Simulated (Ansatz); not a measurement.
# Si: the cost of one run

Method: DFT PBE, scalar-relativistic, plane waves, PAW, in Ansatz 0.2.0.

**1. Starting point**

Symmetry: Fd-3m, No. 227, cubic system. The conventional cell has a = 5.444 Å, b = 5.444 Å, c = 5.444 Å, α = 90.00°, β = 90.00°, γ = 90.00°. Around Si (site symmetry -43m) lie 4 Si at 2.36 Å.

As a file:

```cif
data_structure
_symmetry_space_group_name_H-M 'P 1'
_symmetry_Int_Tables_number 1
_cell_length_a 3.8493
_cell_length_b 3.8493
_cell_length_c 3.8493
_cell_angle_alpha 60.000
_cell_angle_beta 60.000
_cell_angle_gamma 60.000
_cell_volume 40.33
loop_
_atom_site_label
_atom_site_type_symbol
_atom_site_fract_x
_atom_site_fract_y
_atom_site_fract_z
_atom_site_occupancy
Si1 Si 0.75000 0.75000 0.75000 1
Si2 Si 0.50000 0.50000 0.50000 1
```

The structure comes from the Materials Project (structure only).

(A quick probe on a coarse mesh, which set the mesh and smearing, is not shown.)

**3. The relaxation**

input.yaml

```yaml
crystal:
  lattice:
    - [0.0, 2.72185119, 2.72185119]
    - [2.72185119, 0.0, 2.72185119]
    - [2.72185119, 2.72185119, 0.0]
  atoms:
    - { symbol: Si, position: [0.75, 0.75, 0.75] }
    - { symbol: Si, position: [0.5, 0.5, 0.5] }
basis:
  ecutwfc: 420
kpoints:
  mp_grid: { grid: [8, 8, 8] }
hamiltonian:
  xc: pbe
scf:
  occupations: { method: gaussian, width: 0.02 }
output:
  forces: true
  stress: true
  eigenvalues: true
relax:
  adjacent_minimum: "off"
  f_tol: 0.005
  max_steps: 80
  cell: { stress_tol: 0.05 }
```

On the command line:

```bash
> ansatz run input.yaml --threads 4 --pin off --max-ram 10240MiB --backend cpu --events-out ev --progress --plain --runs-dir out
```

Q: Estimate wall time and peak memory on 4 threads of Arm Neoverse V1, shared host.

About 1.1 s, with a peak of 0.29 GiB.
